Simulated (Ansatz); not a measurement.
# Ga3Se (Pm-3m) in Ansatz: notebook

One crystal, Ga3Se, is run at these levels: LDA; tasks: single point, equation of state.

All numbers are computed with Ansatz 0.2.0; they aren't measurements. Logs are shortened: lines on timing, memory, paths and dates and some standing lists are left out, and cuts for length are marked.

### 1 The crystal as given

Symmetry: Pm-3m, No. 221, cubic system. The conventional cell has a = 4.432 Å, b = 4.432 Å, c = 4.432 Å, α = 90.00°, β = 90.00°, γ = 90.00°. Around Se (site symmetry m-3m) lie 12 Ga at 3.13 Å. Ga (site symmetry 4/mmm) is surrounded by 4 Se at 3.13 Å and 8 Ga at 3.13 Å.

The cell comes from a database or a generator and needn't be the stable form of this composition.

### 2 Single point, LDA, 20.46 Å³/atom (volume scaled by 0.94)

Input file input.yaml:

```yaml
crystal:
  lattice:
    - [4.3419811414, 0.0, 0.0]
    - [0.0, 4.3419811414, 0.0]
    - [0.0, 0.0, 4.3419811414]
  atoms:
    - { symbol: Se, position: [0.0, 0.0, 0.0] }
    - { symbol: Ga, position: [0.5, 0.5, 0.0] }
    - { symbol: Ga, position: [0.5, 0.0, 0.5] }
    - { symbol: Ga, position: [0.0, 0.5, 0.5] }
kpoints:
  mp_grid: { grid: [6, 6, 6] }
scf:
  occupations: { method: fermi_dirac, width: 0.05 }
hamiltonian:
  xc: lda
  pseudopotentials: { kind: all_electron, lapw: { basis_error: 0.002 } }
output:
  forces: true
  stress: true
  eigenvalues: true
```

Potentials or basis: all-electron LAPW, scalar-relativistic.

Launch:

```
ansatz run input.yaml --threads 2 --pin off --max-ram 8192MiB --backend cpu --events-out ev --progress --plain --runs-dir out
```

Log:

```text
Warning: RAYON_NUM_THREADS=2 ignored (pool sized by the plan → 2); use --threads N
LAPW: plane waves up to 6.625 Å⁻¹, error target 2.0e-3 eV per atom; small_component_spin mean_spin; Ga in spheres of 1.535 Å, 21 of its electrons in bands, Dirac shells []; Se in spheres of 1.535 Å, 24 of its electrons in bands, Dirac shells [] (how accurate: hamiltonian.pseudopotentials.lapw.basis_error, Limitations)
Engine: ansatz 0.2.0, aarch64-unknown-linux-gnu
Pseudopotentials: kind: all_electron
Pseudopotential: Se, LAPW, valence charge 24, lapw/all_electron/scalar/gaussian/Se, Koelling and Harmon's equation, gaussian nucleus
Pseudopotential: Ga, LAPW, valence charge 21, lapw/all_electron/scalar/gaussian/Ga, Koelling and Harmon's equation, gaussian nucleus
Functional definition: SPW92
  exchange = slater_x
  correlation = pw_c
Crystal: 4 atoms, lattice volume = 81.859 Å³
Basis set: ecut = 167.2213804952573 eV, 389 PW (Γ), exchange–correlation at level 2
Bands: 53, of which v1, the nominal top of the filled ones, is band 44 counted from 1 (43 counted from 0)
Symmetry: 48 space group operations
Space group: Pm-3m (ITA 221), of the structure as read, at distance tolerance 4.3e-5 Å
k-points: 20 of 216
Non-local potential: Se, projectors of the file, none
Non-local potential: Ga, projectors of the file, none
Initial density: superposition of atomic densities (chi_scale 0.1, normalization cell, long waves kept (reshape's long-wave potential 0.02 eV rms))
Initial wavefunctions: plane waves of lowest kinetic energy (no species holds an atomic orbital)
Functional: x = slater, c = lda
iter 1 solved again at ethr=2.44e-4 eV; its pass at ethr=1.00e-1 eV (dr2=2.12e-1 eV) is discarded
SCF iter   1: F=—  HF=-224511.835497 eV  |F-HF|=—  |Δ(HF+E_count)|=         —  Δρ=1.11e-2  dr2=2.13e-1  ethr=2.44e-4  ⟨swp⟩=2.8  Hψ=6710  notcnv=0
preconditioner: auto → Resta (q_TF=auto, 2.756 Å⁻¹)  ε∞=3.9  [insulator: Δε(μ)=0.184 eV  Ē_g=16.148 eV  σ=0.050 eV  W_gap=0.71  n_scr=26 (ndim 8)  ℏωp=27.5 eV  f_vac=0.000  D(μ)=0.94/eV (n_scr^D=0)  ε∞_Penn≈3.9]
iter 2 solved again at ethr=2.23e-5 eV; its pass at ethr=2.44e-4 eV (dr2=1.94e-2 eV) is discarded
SCF iter   2: F=—  HF=-224511.715879 eV  |F-HF|=—  |Δ(HF+E_count)|=   1.20e-1  Δρ=3.83e-3  dr2=1.94e-2  ethr=2.23e-5  ⟨swp⟩=2.0  Hψ=5520  notcnv=0
SCF iter   3: F=—  HF=-224511.702385 eV  |F-HF|=—  |Δ(HF+E_count)|=   1.35e-2  Δρ=3.18e-3  dr2=1.57e-2  ethr=2.23e-5  ⟨swp⟩=2.0  Hψ=3197  notcnv=0
SCF iter   4: F=—  HF=-224511.698231 eV  |F-HF|=—  |Δ(HF+E_count)|=   4.15e-3  Δρ=1.58e-3  dr2=4.01e-3  ethr=1.80e-5  ⟨swp⟩=2.0  Hψ=3197  notcnv=0
SCF iter   5: F=—  HF=-224511.697445 eV  |F-HF|=—  |Δ(HF+E_count)|=   7.87e-4  Δρ=4.25e-4  dr2=2.59e-4  ethr=4.61e-6  ⟨swp⟩=2.0  Hψ=3197  notcnv=0
SCF iter   6: F=—  HF=-224511.697437 eV  |F-HF|=—  |Δ(HF+E_count)|=   7.05e-6  Δρ=1.10e-4  dr2=2.01e-5  ethr=2.98e-7  ⟨swp⟩=2.0  Hψ=3198  notcnv=0
SCF iter   7: F=—  HF=-224511.697424 eV  |F-HF|=—  |Δ(HF+E_count)|=   1.36e-5  Δρ=4.81e-5  dr2=1.68e-6  ethr=2.31e-8  ⟨swp⟩=2.0  Hψ=3197  notcnv=0
SCF iter   8: F=—  HF=-224511.697424 eV  |F-HF|=—  |Δ(HF+E_count)|=   2.53e-7  Δρ=1.14e-5  dr2=1.55e-7  ethr=1.93e-9  ⟨swp⟩=2.0  Hψ=3197  notcnv=0
SCF iter   9: F=-224511.697424 eV  HF=-224511.697424 eV  |F-HF|=6.69e-10  |Δ(HF+E_count)|=   2.27e-9  Δρ=1.53e-6  dr2=2.96e-9  ethr=1.78e-10  ⟨swp⟩=2.0  Hψ=3198  notcnv=0
SCF 1 converged in 9 iterations: F = -224511.697424 eV  dr2 = 2.96e-9
SCF converged after 9 iterations
Free energy (F): -224511.697424 eV
Harris-Foulkes:  -224511.697424 eV  (|F-HF|=6.69e-10)
Internal energy: -224511.688134 eV  (E = F + TS)
E sigma→0 (E₀):  -224511.692779 eV
Entropy (-TS):   -0.009291 eV (-2.323 meV/atom)
Fermi energy:    10.710595 eV
--- Per-component energies (eV) ---
  E_band       = -3925.739135
  E_kinetic    = 229103.600083
  E_xc         = -8252.299665
  E_electrostatic = -445362.988552  (all electrons and nuclei)
  E_smearing   = -0.009291  (= −TS)
  E_closure    = 0.000000  (closes the sum)
  E_atoms      = -224496.769797  (free atoms, spherical and without spin; not in F)
  Σ components = -224511.697424   (vs F -224511.697424, Δ=0.00e0)
  Basis errors (estimates in eV, not in F): energy 3.6e-4 per atom: plane waves 3.4e-4 (1.8e-4 summed), levels above the bands 3.8e-66, relativity 7.5e-10, radial functions 1.6e-5, core shells 1.2e-10; eigenvalues (radial functions only) 4.8e-5; not estimated: angular momenta, meshes, grids; target (lapw.basis_error) 2.0e-3; muffin-tin radii Ga 1.535 Å, Se 1.535 Å
--- Forces (eV/Å), atoms counted from 1 ---
  atom   1  Se    -0.00000000     0.00000000     0.00000000
  atom   2  Ga    -0.00000000     0.00000000     0.00000000
  atom   3  Ga    -0.00000000     0.00000000    -0.00000000
  atom   4  Ga     0.00000000     0.00000000    -0.00000000
  max |Σ_I F_I| component: 2.14e-31 eV/Å
--- Stress (GPa, compression-positive) ---
       -2.742034       0.000000       0.000000
        0.000000      -2.742034       0.000000
        0.000000       0.000000      -2.742034
  P = ⅓ Tr σ = -2.7420 GPa (-27.420 kbar)
--- Band table (eV; the first three rows and the last of 20) ---
  k-point 0: bands = ["-196.5711", "-136.6075", "-136.6075", "-136.6075", "-132.1838", "-132.1837", "-132.1837", "-83.4141", "-83.4141", "-83.4141", "-83.4139", "-83.4139", "-83.4139", "-83.3909", "-83.3909", "-83.3909", "-37.3586", "-37.3586", "-37.3586", "-37.3586", "-37.3586", "-4.4076", "-4.3665", "-4.3665", "-4.3665", "-4.3031", "-4.3031", "-4.2114", "-4.2114", "-4.2114", "-4.1423", "-4.1423", "-4.1240", "-4.0804", "-4.0804", "-4.0804", "-3.0957", "3.0830", "6.7738", "6.7738", "6.7738", "7.8771", "7.8771", "12.4073", "12.4073", "12.4073", "15.2285", "15.2285", "15.2285", "16.9727", "18.0698", "18.0698", "18.0698"]
  k-point 1: bands = ["-196.5711", "-136.6075", "-136.6075", "-136.6075", "-132.1838", "-132.1837", "-132.1837", "-83.4141", "-83.4141", "-83.4141", "-83.4139", "-83.4139", "-83.4139", "-83.3909", "-83.3909", "-83.3909", "-37.3586", "-37.3586", "-37.3586", "-37.3586", "-37.3586", "-4.3856", "-4.3628", "-4.3506", "-4.3506", "-4.3007", "-4.2914", "-4.2149", "-4.2132", "-4.2132", "-4.1533", "-4.1421", "-4.1329", "-4.1004", "-4.1004", "-4.0804", "-3.0050", "2.8167", "5.8666", "6.9602", "6.9602", "8.0225", "9.2947", "11.9972", "12.0225", "12.0225", "13.9830", "14.7174", "14.7174", "17.7501", "18.2545", "18.5126", "19.2155"]
  k-point 2: bands = ["-196.5711", "-136.6075", "-136.6075", "-136.6075", "-132.1838", "-132.1837", "-132.1837", "-83.4141", "-83.4140", "-83.4140", "-83.4140", "-83.4140", "-83.4139", "-83.3909", "-83.3909", "-83.3909", "-37.3586", "-37.3586", "-37.3586", "-37.3586", "-37.3586", "-4.3548", "-4.3331", "-4.3077", "-4.3077", "-4.2938", "-4.2623", "-4.2226", "-4.2174", "-4.2174", "-4.1880", "-4.1569", "-4.1513", "-4.1513", "-4.1408", "-4.0804", "-2.7956", "2.1807", "5.4142", "7.4402", "7.4402", "8.3884", "9.8984", "10.9894", "10.9894", "12.4661", "12.9152", "14.7594", "14.7594", "17.4632", "17.9042", "17.9042", "18.7843"]
  k-point 19: bands = ["-196.5711", "-136.6075", "-136.6075", "-136.6075", "-132.1837", "-132.1837", "-132.1837", "-83.4146", "-83.4146", "-83.4146", "-83.4134", "-83.4134", "-83.4134", "-83.3922", "-83.3903", "-83.3903", "-37.3587", "-37.3587", "-37.3587", "-37.3585", "-37.3585", "-4.4694", "-4.3078", "-4.3078", "-4.3078", "-4.2903", "-4.2903", "-4.2903", "-4.1883", "-4.1883", "-4.1729", "-4.1729", "-4.1729", "-4.1084", "-4.1084", "-4.1084", "-1.9481", "5.5212", "5.5212", "5.5212", "5.5523", "5.5523", "5.5523", "7.0227", "14.9401", "14.9401", "14.9401", "19.6241", "19.6241", "19.6304", "19.6304", "19.6304", "20.6590"]
```

Run time: 7.6 s. Hardware: 2 threads of Arm Neoverse V1, shared host; peak memory 0.3 GiB.

Results:

```yaml
Free_energy: -224511.6974 eV
Pressure: -2.7 GPa
Band_gap_on_the_k_mesh: none (metal or under the smearing width)
```

### 3 Single point, LDA, 20.90 Å³/atom (volume scaled by 0.96)

input.yaml: that of step 2 with these lines changed.

```diff
@@ -2,5 +2,5 @@
   lattice:
-    - [4.3419811414, 0.0, 0.0]
-    - [0.0, 4.3419811414, 0.0]
-    - [0.0, 0.0, 4.3419811414]
+    - [4.3725594808, 0.0, 0.0]
+    - [0.0, 4.3725594808, 0.0]
+    - [0.0, 0.0, 4.3725594808]
   atoms:
```

Potentials or basis: all-electron LAPW, scalar-relativistic.

Launch:

```
ansatz run input.yaml --threads 2 --pin off --max-ram 8192MiB --backend cpu --events-out ev --progress --plain --runs-dir out
```

Wall time 7.6 s (2 threads of Arm Neoverse V1, shared host); peak memory 0.31 GiB.

The run converged. Its results:

* Free energy: -224511.6630 eV
* Pressure: -3.6 GPa
* Band gap on the k mesh: none (metal or under the smearing width)

### 4 Single point, LDA, 21.34 Å³/atom (volume scaled by 0.98)

input.yaml: that of step 3 with these lines changed.

```diff
@@ -2,5 +2,5 @@
   lattice:
-    - [4.3725594808, 0.0, 0.0]
-    - [0.0, 4.3725594808, 0.0]
-    - [0.0, 0.0, 4.3725594808]
+    - [4.4027160164, 0.0, 0.0]
+    - [0.0, 4.4027160164, 0.0]
+    - [0.0, 0.0, 4.4027160164]
   atoms:
```

Launch:

```
ansatz run input.yaml --threads 2 --pin off --max-ram 8192MiB --backend cpu --events-out ev --progress --plain --runs-dir out
```

Run time: 7.5 s. Hardware: 2 threads of Arm Neoverse V1, shared host; peak memory 0.3 GiB.

The run converged. Its results:

```yaml
Free_energy: -224511.6201 eV
Pressure: -4.3 GPa
Band_gap_on_the_k_mesh: none (metal or under the smearing width)
```

### 5 Single point, LDA, 21.77 Å³/atom

input.yaml: that of step 4 with these lines changed.

```diff
@@ -2,5 +2,5 @@
   lattice:
-    - [4.4027160164, 0.0, 0.0]
-    - [0.0, 4.4027160164, 0.0]
-    - [0.0, 0.0, 4.4027160164]
+    - [4.432465, 0.0, 0.0]
+    - [0.0, 4.432465, 0.0]
+    - [0.0, 0.0, 4.432465]
   atoms:
```

Launch:

```
ansatz run input.yaml --threads 2 --pin off --max-ram 8192MiB --backend cpu --events-out ev --progress --plain --runs-dir out
```

It took 7.6 s on 2 threads of Arm Neoverse V1, shared host; peak memory 0.3 GiB.

It converged, with:

```
Free energy            : -224511.5698 eV
Pressure               : -4.9 GPa
Band gap on the k mesh : none (metal or under the smearing width)
```

### 6 Single point, LDA, 22.21 Å³/atom (volume scaled by 1.02)

input.yaml: that of step 5 with these lines changed.

```diff
@@ -2,5 +2,5 @@
   lattice:
-    - [4.432465, 0.0, 0.0]
-    - [0.0, 4.432465, 0.0]
-    - [0.0, 0.0, 4.432465]
+    - [4.4618199283, 0.0, 0.0]
+    - [0.0, 4.4618199283, 0.0]
+    - [0.0, 0.0, 4.4618199283]
   atoms:
```

Potentials or basis: all-electron LAPW, scalar-relativistic.

Launch:

```
ansatz run input.yaml --threads 2 --pin off --max-ram 8192MiB --backend cpu --events-out ev --progress --plain --runs-dir out
```

It took 7.5 s on 2 threads of Arm Neoverse V1, shared host; peak memory 0.3 GiB.

It converged, with:

- Free energy: -224511.5132 eV
- Pressure: -5.5 GPa
- Band gap on the k mesh: none (metal or under the smearing width)

### 7 Single point, LDA, 22.64 Å³/atom (volume scaled by 1.04)

input.yaml: that of step 6 with these lines changed.

```diff
@@ -2,5 +2,5 @@
   lattice:
-    - [4.4618199283, 0.0, 0.0]
-    - [0.0, 4.4618199283, 0.0]
-    - [0.0, 0.0, 4.4618199283]
+    - [4.4907935969, 0.0, 0.0]
+    - [0.0, 4.4907935969, 0.0]
+    - [0.0, 0.0, 4.4907935969]
   atoms:
```

Launch:

```
ansatz run input.yaml --threads 2 --pin off --max-ram 8192MiB --backend cpu --events-out ev --progress --plain --runs-dir out
```

Wall time 7.5 s (2 threads of Arm Neoverse V1, shared host); peak memory 0.3 GiB.

Results (log left out):

| Item | Value |
| --- | --- |
| Free energy | -224511.4511 eV |
| Pressure | -5.9 GPa |
| Band gap on the k mesh | none (metal or under the smearing width) |

### 8 Single point, LDA, 23.08 Å³/atom (volume scaled by 1.06)

input.yaml: that of step 7 with these lines changed.

```diff
@@ -2,5 +2,5 @@
   lattice:
-    - [4.4907935969, 0.0, 0.0]
-    - [0.0, 4.4907935969, 0.0]
-    - [0.0, 0.0, 4.4907935969]
+    - [4.5193981489, 0.0, 0.0]
+    - [0.0, 4.5193981489, 0.0]
+    - [0.0, 0.0, 4.5193981489]
   atoms:
```

Launch:

```
ansatz run input.yaml --threads 2 --pin off --max-ram 8192MiB --backend cpu --events-out ev --progress --plain --runs-dir out
```

Wall time 7.1 s (2 threads of Arm Neoverse V1, shared host); peak memory 0.3 GiB.

It converged, with:

- Free energy: -224511.3844 eV
- Pressure: -6.4 GPa
- Band gap on the k mesh: none (metal or under the smearing width)

### 9 Equation of state, LDA

Potentials or basis: all-electron LAPW, scalar-relativistic.

This step only gathers the single runs of the series.

Results:

| Quantity | Value |
| --- | --- |
| Equilibrium volume | 19.36 Å³/atom (rough: see the caveat) |
| Bulk modulus | 57 GPa (rough) |

Energy against volume, from the lowest point:
| volume (Å³/atom) | energy (meV/atom) |
| --- | --- |
| 20.465 | 0.00 |
| 20.900 | 8.61 |
| 21.335 | 19.34 |
| 21.771 | 31.90 |
| 22.206 | 46.05 |
| 22.642 | 61.58 |
| 23.077 | 78.26 |

Caveat: the minimum lies outside the volumes run.
